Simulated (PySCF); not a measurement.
# BiC+: from the state search to spectroscopic constants

An exercise on one series of results from a longer session: the logs are not shown, and one member is left open.

Program: PySCF 2.14.0. Level of theory: Bi cc-pVDZ-PP with ECP60, C cc-pVDZ, scalar-relativistic core potentials. These are calculated values, not measurements.

The first run:

Settings of the job:

```json
{"atoms": "Bi, C", "charge": "1", "basis": "Bi cc-pVDZ-PP with ECP60, C cc-pVDZ", "Hamiltonian": "scalar-relativistic core potentials", "basis functions": "37", "electrons treated": "28", "masses in u": "208.9804, 12.0000", "levels": "PBE0, PBE, r²SCAN, revPBE, B97-3, TPSSh, HF, MP2, SCS-MP2, CCSD, CCSD(T)", "grid": "80 radial by 434 angular points", "occupations": "held fixed by the projection of orbital angular momentum", "dissociation limit": "Bi+ + C, each in its ground configuration", "starting distance in angstrom": "2.270", "values of 2S to try": "0, 2, 4"}
```

Command:

```
OMP_NUM_THREADS=1 python dia.py task.json out
```

Steps of the session up to this table: Set-up; The PBE0 curve of the state that the search chose; Other states along the same grid; PBE (GGA); r²SCAN (meta-GGA); revPBE (GGA); B97-3; TPSSh; ROHF (mean field); Correlated methods on the Hartree–Fock reference.

One table of the session follows, with a row left open; its other results are not shown here.

It belongs to the step «The curves together». Energy (eV) from each level's lowest point:

```
R (Å)   ROHF  ROHF-MP2  ROHF-SCS-MP2  ROHF-CCSD  ROHF-CCSD(T)
1.762  1.220     1.197         1.219        n/a           n/a
1.844  0.514     0.444         0.463      0.679         0.754
1.926  0.150     0.076         0.087      0.233         0.284
1.988  0.031     0.000         0.000      0.064         0.095
2.049  0.000     0.054         0.039      0.000         0.009
2.111      ?         ?             ?          ?             ?
2.192  0.117     0.498         0.440      0.129         0.072
2.295  0.265     0.936         0.842      0.364         0.250
2.418  0.445     1.446         1.306      0.718         0.533
2.582  0.650     1.971         1.776        n/a           n/a
```

**Question.** Estimate the row for R (Å) = 2.111.

Worked estimate for «ROHF». A straight line through the neighbours (2.049, 0.000) and (2.192, 0.117) gives 0.000 + (0.117 − 0.000) × (2.111 − 2.049) / (2.192 − 2.049) = 0.051; a parabola fitted to 4 rows on both sides gives 0.035.

As computed: ROHF: 0.027; ROHF-MP2: 0.203; ROHF-SCS-MP2: 0.171; ROHF-CCSD: 0.017; ROHF-CCSD(T): 0.000. In «ROHF» the line misses by +0.024 and the parabola by +0.008.

State 2 has its PBE0 minimum 0.18 eV higher. The other levels ran on the lowest alone.
